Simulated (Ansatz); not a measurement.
# HfMo (Cmmm) in Ansatz: single point with PBE

Aim: the single point of HfMo with PBE.

Everything below comes from runs of Ansatz 0.2.0. Logs are shortened: lines on timing, memory, paths and dates and some standing lists are left out, and cuts for length are marked.

**1. The cell of the first run**

The structure is orthorhombic, space group Cmmm (No. 65). Conventional cell: a = 3.342 Å, b = 4.945 Å, c = 4.447 Å, α = 90.00°, β = 90.00°, γ = 90.00°. Hf (site symmetry mmm) has 4 Mo at 2.78 Å and 4 Hf at 2.98 Å as nearest neighbours. Mo (site symmetry mmm) is surrounded by 4 Hf at 2.78 Å and 4 Mo at 2.98 Å.

The cell comes from a database or a generator and needn't be the stable form of this composition.

**2. Single point, PBE (the cell as VASP's run set it)**

The input, input.yaml:

```yaml
crystal:
  lattice:
    - [2.98429459, 0.0, 0.0]
    - [-1.1125483176, 2.7691606022, 0.0]
    - [0.0, 0.0, 4.447011]
  atoms:
    - { symbol: Hf, position: [0.0, 0.0, 0.0] }
    - { symbol: Mo, position: [0.5, 0.5, 0.5] }
kpoints:
  mp_grid: { grid: [10, 10, 6] }
scf:
  occupations: { method: gaussian, width: 0.05 }
hamiltonian:
  xc: pbe
  pseudopotentials: { kind: all_electron, lapw: { basis_error: 0.001 } }
output:
  forces: true
  stress: true
  eigenvalues: true
```

Potentials or basis: all-electron LAPW, scalar-relativistic.

Started as:

```bash
$ ansatz run input.yaml --threads 1 --pin off --max-ram 3072MiB --backend cpu --events-out ev --progress --plain --runs-dir out
```

Standard output:

```text
Warning: RAYON_NUM_THREADS=1 ignored (pool sized by the plan → 1); use --threads N
LAPW: plane waves up to 8.301 Å⁻¹, error target 1.0e-3 eV per atom; small_component_spin mean_spin; Mo in spheres of 1.337 Å, 30 of its electrons in bands, Dirac shells []; Hf in spheres of 1.445 Å, 42 of its electrons in bands, Dirac shells [] (how accurate: hamiltonian.pseudopotentials.lapw.basis_error, Limitations)
Engine: ansatz 0.2.0, aarch64-unknown-linux-gnu
Pseudopotentials: kind: all_electron
Pseudopotential: Hf, LAPW, valence charge 42, lapw/all_electron/scalar/gaussian/Hf, Koelling and Harmon's equation, gaussian nucleus
Pseudopotential: Mo, LAPW, valence charge 30, lapw/all_electron/scalar/gaussian/Mo, Koelling and Harmon's equation, gaussian nucleus
Functional definition: PBE
  parameter kappa = 0.804
  parameter beta = 0.06672455060314922
  exchange = pbe_x(kappa = kappa, mu = beta*pi^2/3)
  correlation = pbe_c(beta = beta)
Crystal: 2 atoms, lattice volume = 36.750 Å³
Basis set: ecut = 262.50486554665486 eV, 349 PW (Γ), exchange–correlation at level 2
Bands: 44, of which v1, the nominal top of the filled ones, is band 36 counted from 1 (35 counted from 0)
Symmetry: 8 space group operations
Space group: Cmmm (ITA 65), of the structure as read, at distance tolerance 3.3e-5 Å
k-points: 124 of 600
Non-local potential: Hf, projectors of the file, none
Non-local potential: Mo, projectors of the file, none
Initial density: superposition of atomic densities (chi_scale 0.1, normalization cell, long waves kept (reshape's long-wave potential 0.00 eV rms))
Initial wavefunctions: plane waves of lowest kinetic energy (no species holds an atomic orbital)
Functional: x = pbe(κ = 0.804, μ = 0.2195149727645171), c = pbe(β = 0.06672455060314922)
iter 1 solved again at ethr=4.70e-3 eV; its pass at ethr=1.00e-1 eV (dr2=3.38e0 eV) is discarded
SCF iter   1: F=—  HF=-520428.992088 eV  |F-HF|=—  |Δ(HF+E_count)|=         —  Δρ=6.62e-2  dr2=3.39e0  ethr=4.70e-3  ⟨swp⟩=2.0  Hψ=32247  notcnv=0
preconditioner: auto → Kerker (q_TF=auto, 3.052 Å⁻¹)  [metal: Δε(μ)=0.005 eV  Ē_g=20.222 eV  σ=0.050 eV  W_gap=0.05  n_scr=22 (ndim 8)  ℏωp=36.8 eV  f_vac=0.000  D(μ)=3.22/eV (n_scr^D=36)]
SCF iter   2: F=—  HF=-520428.301541 eV  |F-HF|=—  |Δ(HF+E_count)|=   6.91e-1  Δρ=3.88e-2  dr2=1.72e0  ethr=4.70e-3  ⟨swp⟩=2.1  Hψ=15210  notcnv=0
iter 3 solved again at ethr=1.34e-4 eV; its pass at ethr=2.39e-3 eV (dr2=9.66e-2 eV) is discarded
SCF iter   3: F=—  HF=-520427.924046 eV  |F-HF|=—  |Δ(HF+E_count)|=   3.77e-1  Δρ=1.75e-2  dr2=9.67e-2  ethr=1.34e-4  ⟨swp⟩=2.0  Hψ=27328  notcnv=0
SCF iter   4: F=—  HF=-520427.911831 eV  |F-HF|=—  |Δ(HF+E_count)|=         —  Δρ=7.37e-3  dr2=4.10e-2  ethr=1.34e-4  ⟨swp⟩=2.0  Hψ=16188  notcnv=0
the basis was enlarged: its passes take 378.5 KiB over the memory plan, 1 of 1 planned eigensolver slots
SCF iter   5: F=—  HF=-520427.896300 eV  |F-HF|=—  |Δ(HF+E_count)|=   1.55e-2  Δρ=4.49e-3  dr2=8.52e-3  ethr=5.70e-5  ⟨swp⟩=2.0  Hψ=15658  notcnv=0
SCF iter   6: F=—  HF=-520427.899765 eV  |F-HF|=—  |Δ(HF+E_count)|=   3.46e-3  Δρ=3.62e-3  dr2=9.36e-3  ethr=1.18e-5  ⟨swp⟩=2.0  Hψ=16139  notcnv=0
SCF iter   7: F=—  HF=-520427.897618 eV  |F-HF|=—  |Δ(HF+E_count)|=   2.15e-3  Δρ=7.50e-4  dr2=2.17e-4  ethr=1.18e-5  ⟨swp⟩=2.0  Hψ=14825  notcnv=0
SCF iter   8: F=—  HF=-520427.897617 eV  |F-HF|=—  |Δ(HF+E_count)|=   1.46e-6  Δρ=3.02e-4  dr2=6.42e-5  ethr=3.02e-7  ⟨swp⟩=2.0  Hψ=16136  notcnv=0
SCF iter   9: F=—  HF=-520427.897607 eV  |F-HF|=—  |Δ(HF+E_count)|=   9.91e-6  Δρ=9.17e-5  dr2=2.83e-6  ethr=8.92e-8  ⟨swp⟩=2.0  Hψ=16136  notcnv=0
SCF iter  10: F=—  HF=-520427.897607 eV  |F-HF|=—  |Δ(HF+E_count)|=   8.63e-8  Δρ=3.28e-5  dr2=6.97e-7  ethr=3.93e-9  ⟨swp⟩=2.0  Hψ=16136  notcnv=0
SCF iter  11: F=—  HF=-520427.897607 eV  |F-HF|=—  |Δ(HF+E_count)|=   1.96e-7  Δρ=1.33e-5  dr2=1.71e-7  ethr=9.68e-10  ⟨swp⟩=2.0  Hψ=16136  notcnv=0
SCF iter  12: F=-520427.897607 eV  HF=-520427.897607 eV  |F-HF|=9.85e-8  |Δ(HF+E_count)|=   5.82e-9  Δρ=7.79e-6  dr2=6.99e-8  ethr=2.38e-10  ⟨swp⟩=2.0  Hψ=16136  notcnv=0
SCF 1 converged in 12 iterations: F = -520427.897607 eV  dr2 = 6.99e-8
SCF converged after 12 iterations
Free energy (F): -520427.897607 eV
Harris-Foulkes:  -520427.897607 eV  (|F-HF|=9.85e-8)
Internal energy: -520427.895073 eV  (E = F + TS)
E sigma→0 (E₀):  -520427.896340 eV
Entropy (-TS):   -0.002534 eV (-1.267 meV/atom)
Fermi energy:    21.768984 eV
--- Per-component energies (eV) ---
  E_band       = -7899.124827
  E_kinetic    = 570656.546737
  E_xc         = -11787.183579
  E_electrostatic = -1079297.258231  (all electrons and nuclei)
  E_smearing   = -0.002534  (= −TS)
  E_closure    = 0.000000  (closes the sum)
  E_atoms      = -520409.844254  (free atoms, spherical and without spin; not in F)
  Σ components = -520427.897607   (vs F -520427.897607, Δ=0.00e0)
  Basis errors (estimates in eV, not in F): energy 2.9e-4 per atom: plane waves 2.4e-4 (1.3e-4 summed), levels above the bands 0.0e0, relativity 6.2e-8, radial functions 4.7e-5, core shells 3.0e-7; eigenvalues (radial functions only) 2.0e-6; not estimated: angular momenta, meshes, grids; target (lapw.basis_error) 1.0e-3; muffin-tin radii Mo 1.337 Å, Hf 1.445 Å
--- Forces (eV/Å), atoms counted from 1 ---
  atom   1  Hf    -0.00000000     0.00000000     0.00000000
  atom   2  Mo     0.00000000    -0.00000000     0.00000000
  max |Σ_I F_I| component: 1.66e-29 eV/Å
--- Stress (GPa, compression-positive) ---
       -0.281048       0.796631       0.000000
        0.796631       0.359067      -0.000000
        0.000000      -0.000000       0.352085
  P = ⅓ Tr σ = 0.1434 GPa (1.434 kbar)
--- Band table (eV; the first three rows and the last of 124) ---
  k-point 0: bands = ["-353.4156", "-353.3850", "-353.3685", "-350.9470", "-350.9434", "-350.9168", "-195.2879", "-195.2829", "-195.2785", "-195.2554", "-195.2280", "-178.8139", "-178.8119", "-178.7958", "-178.7829", "-178.7826", "-39.4015", "-38.5244", "-12.7162", "-12.4347", "-12.3517", "-8.0009", "-7.7867", "-7.6594", "10.6128", "10.6698", "10.6827", "10.7049", "10.7170", "10.7266", "10.7310", "14.8632", "17.8626", "20.1411", "21.2887", "21.8073", "23.3061", "23.6532", "24.3346", "24.4959", "26.4072", "27.1109", "29.6583", "32.7395"]
  k-point 1: bands = ["-353.4156", "-353.3850", "-353.3685", "-350.9470", "-350.9434", "-350.9168", "-195.2879", "-195.2829", "-195.2785", "-195.2554", "-195.2280", "-178.8139", "-178.8119", "-178.7958", "-178.7829", "-178.7826", "-39.3985", "-38.5278", "-12.6970", "-12.4318", "-12.3516", "-8.0360", "-7.7930", "-7.6593", "10.6123", "10.6692", "10.6816", "10.7025", "10.7162", "10.7269", "10.7290", "15.1764", "17.9493", "20.2515", "21.5829", "21.9199", "23.0914", "23.2052", "23.6034", "24.7156", "26.0760", "26.9719", "28.6815", "33.2299"]
  k-point 2: bands = ["-353.4156", "-353.3850", "-353.3685", "-350.9470", "-350.9434", "-350.9168", "-195.2879", "-195.2829", "-195.2785", "-195.2554", "-195.2280", "-178.8139", "-178.8119", "-178.7958", "-178.7829", "-178.7826", "-39.3924", "-38.5348", "-12.6579", "-12.4260", "-12.3514", "-8.1068", "-7.8057", "-7.6590", "10.6114", "10.6679", "10.6791", "10.6979", "10.7138", "10.7259", "10.7275", "16.0068", "17.9824", "20.5268", "21.8379", "22.3663", "22.3860", "22.6194", "23.5076", "23.8990", "25.5873", "26.7249", "26.8923", "34.4864"]
  k-point 123: bands = ["-353.4156", "-353.3850", "-353.3685", "-350.9470", "-350.9434", "-350.9168", "-195.2879", "-195.2829", "-195.2785", "-195.2554", "-195.2280", "-178.8139", "-178.8119", "-178.7958", "-178.7829", "-178.7826", "-39.2996", "-38.4600", "-12.8930", "-12.6240", "-12.5453", "-8.6295", "-8.1655", "-7.9665", "10.6219", "10.6673", "10.6721", "10.7057", "10.7067", "10.7214", "10.7239", "19.1205", "19.4714", "19.5544", "20.1878", "21.8386", "22.5289", "23.8086", "24.6338", "25.3104", "29.0185", "29.6200", "30.1983", "30.4203"]
```

It took 48 s on 1 thread of Arm Neoverse V2, shared host; peak memory 0.61 GiB.

What came out:

```
Free energy            : -520427.8976 eV
Pressure               : 0.1 GPa
Band gap on the k mesh : none (metal or under the smearing width)
```
